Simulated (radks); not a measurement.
**Re⁻ inside a hard spherical wall**

What does compression do to the levels of Re⁻? A hard sphere of shrinking radius stands in for pressure; the configuration is held at [Xe] 4f14 5d6 6s2.

The numbers are computed with radks (a radial shooting solver on a logarithmic mesh, Libxc functionals) version 1 (scalar-relativistic Kohn-Sham, PBEsol, spin-polarised, spherical densities, finite nucleus; open shells are filled with parallel spins first), except any that are marked as measured or tabulated.

## Step 1: The system

| Item | Value |
| --- | --- |
| element | rhenium (Z = 75) |
| charge | -1 |
| electrons | 76 |
| configuration | [Xe] 4f14 5d6 6s2 |
| nuclear rms radius | 5.3698 fm |

Outer shells as boxes (Hund's rule):

Re⁻
```
[Xe] core
4f [↑↓][↑↓][↑↓][↑↓][↑↓][↑↓][↑↓]
5d [↑↓][↑ ][↑ ][↑ ][↑ ]
6s [↑↓]
```

## Step 2: Wall at 12 bohr

Settings of this run:

```text
Z 75
configuration [Xe] 4f14 5d6 6s2 6p0 7s0 5f0
relativity scalar-relativistic
functional pbe_sol,pbe_sol
spin polarised
nucleus finite rms 5.3698 fm
wall 12 bohr
c 137.035999084
```

## Step 3: Wall at 10 bohr

Changes since step 2:

```diff
@@ -6,3 +6,3 @@
 nucleus finite rms 5.3698 fm
-wall 12 bohr
+wall 10 bohr
 c 137.035999084
```

## Step 4: Wall at 7 bohr

Changes since step 3:

```diff
@@ -6,3 +6,3 @@
 nucleus finite rms 5.3698 fm
-wall 10 bohr
+wall 7 bohr
 c 137.035999084
```

## Step 5: Wall at 6 bohr

Changes since step 4:

```diff
@@ -6,3 +6,3 @@
 nucleus finite rms 5.3698 fm
-wall 7 bohr
+wall 6 bohr
 c 137.035999084
```

## Step 6: Wall at 3.5 bohr

Changes since step 5:

```diff
@@ -6,3 +6,3 @@
 nucleus finite rms 5.3698 fm
-wall 6 bohr
+wall 3.5 bohr
 c 137.035999084
```

## Step 7: Wall at 2.5 bohr

Changes since step 6:

```diff
@@ -6,3 +6,3 @@
 nucleus finite rms 5.3698 fm
-wall 3.5 bohr
+wall 2.5 bohr
 c 137.035999084
```

**Question.** What will these runs give? Wanted: for each run, R; E − E(widest); ε(5d); ε(6p, empty); ε(7s, empty); ε(5f, empty); pressure.

**Answer**, as computed:

| R (bohr) | E − E(widest) (eV) | ε(5d) (eV) | ε(6p, empty) (eV) | ε(7s, empty) (eV) | ε(5f, empty) (eV) | pressure (GPa) |
| --- | --- | --- | --- | --- | --- | --- |
| 12 | 0.000 | 1.035 | 3.220 | 4.184 | 6.607 | 0.0167 |
| 10 | 0.103 | 1.311 | 3.692 | 5.684 | 8.563 | 0.0775 |
| 7 | 1.179 | 2.615 | 5.737 | 12.300 | 14.501 | 1.77 |
| 6 | 2.875 | 3.859 | 7.680 | 18.225 | 18.424 | 6.42 |
| 3.5 | 44.536 | 16.929 | 32.643 | 82.586 | 46.713 | 416 |
| 2.5 | 205.41 | 43.143 | 94.782 | 217.12 | 91.321 | 5053 |

In words: Eigenvalues are for spin up. At the tightest wall, 2.5 bohr, the energy stands 205.41 eV above the widest wall (12 bohr) and the pressure, −dE/dV, is 5053 GPa. Of the levels in the table that exist at both ends, 7s (empty) rises most from the widest wall (12 bohr) (212.93 eV). From R = 12 bohr inwards the highest occupied level lies above zero, in an anion first from self-interaction, then from the wall. Shells are not refilled when levels cross, and a hard wall is a model, not a crystal.
